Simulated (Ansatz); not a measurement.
# H4O4Si: the cost of one run

The runs use Ansatz 0.2.0, Gaussian basis; PBE0-D4/def2-TZVP structures, single points in def2-TZVPP, no counterpoise correction.

Levels: SPW92, PBE-D4, BLYP-D4, r2SCAN-D4, B97M-V, PBE0-D4, B3LYP-D4, r2SCAN0-D4, BHLYP-D4, CAM-B3LYP-D4, wB97X-V, wB97M-V, B2PLYP, PBE-QIDH, RPA on PBE, Hartree-Fock, MP2, CCSD, CCSD(T).

Correlated methods freeze the cores. B3LYP uses VWN-RPA correlation. B2PLYP carries no dispersion term here.

94 further runs of the same task are left out: 94 set aside as unsound or not needed.

**1. The system as given**

The complex: 13 atoms, charge 0, spin multiplicity 1.

Atoms are counted from 1 here; the program's logs count them from 0.

Bond lengths: Si1–O2 1.670 Å, Si1–O3 1.662 Å, Si1–O4 1.709 Å, Si1–O5 1.670 Å, Si1–N7 2.040 Å, O2–H8 0.958 Å, O3–H9 0.959 Å, O4–H10 0.957 Å, O5–H11 0.958 Å, H6–N7 1.013 Å, N7–H12 1.013 Å, N7–H13 1.013 Å. Angles: O2–Si1–O3 119.2°, O2–Si1–O4 99.3°, O2–Si1–O5 116.5°, O2–Si1–N7 82.2°, O3–Si1–O4 94.2°, O3–Si1–O5 119.2°, O3–Si1–N7 82.8°, O4–Si1–O5 99.3°, O4–Si1–N7 177.0°, O5–Si1–N7 82.2°, Si1–O2–H8 111.8°, Si1–O3–H9 110.7°, Si1–O4–H10 116.1°, Si1–O5–H11 111.8°, Si1–N7–H6 110.0°, Si1–N7–H12 109.5°, Si1–N7–H13 109.5°, H6–N7–H12 109.3° and more.

Geometry (Å):

```xyz
13

Si   -0.20103   -0.14035    0.20757
O    -0.97287    1.31853   -0.04717
O    -0.42266   -1.37518   -0.88207
O    -1.25496   -0.81189    1.37311
O     1.20416   -0.09231    1.10870
H     1.44637    1.45341   -0.95121
N     1.03592    0.57635   -1.24767
H    -1.83282    1.34490    0.37409
H    -1.03190   -2.02922   -0.53326
H    -1.36160   -0.31240    2.18262
H     1.11170   -0.56294    1.93795
H     0.50640    0.72572   -2.09769
H     1.77329   -0.09461   -1.42476
```

Its parts: SiH4O4 holds atoms 1, 2, 3, 4, 5, 8, 9, 10, 11; NH3 holds atoms 6, 7, 12, 13. Each part counts its atoms afresh in its own runs.

**2. Relaxing SiH4O4 alone**

relax-a/in.yaml

```yaml
crystal:
  periodic: [false, false, false]
  atoms:
    - {symbol: Si, position_ang: [-0.201027, -0.140351, 0.207566]}
    - {symbol: O, position_ang: [-0.972872, 1.318529, -0.047172]}
    - {symbol: O, position_ang: [-0.422656, -1.375176, -0.882070]}
    - {symbol: O, position_ang: [-1.254961, -0.811890, 1.373105]}
    - {symbol: O, position_ang: [1.204160, -0.092311, 1.108698]}
    - {symbol: H, position_ang: [-1.832823, 1.344899, 0.374085]}
    - {symbol: H, position_ang: [-1.031900, -2.029224, -0.533258]}
    - {symbol: H, position_ang: [-1.361600, -0.312397, 2.182623]}
    - {symbol: H, position_ang: [1.111697, -0.562937, 1.937947]}
basis:
  gaussian: {orbitals: def2-TZVP}
hamiltonian: {xc: pbe0, dispersion: d4}
relax: {f_tol: 0.005, max_steps: 200}
```

Run with:

```bash
ansatz run in.yaml --threads 8 --pin off --events-out ev --progress --plain --max-ram 19148MiB
```

**Question.** How long does this run take on 8 threads of Intel Xeon at 2.70GHz, shared host?

About 27 s.
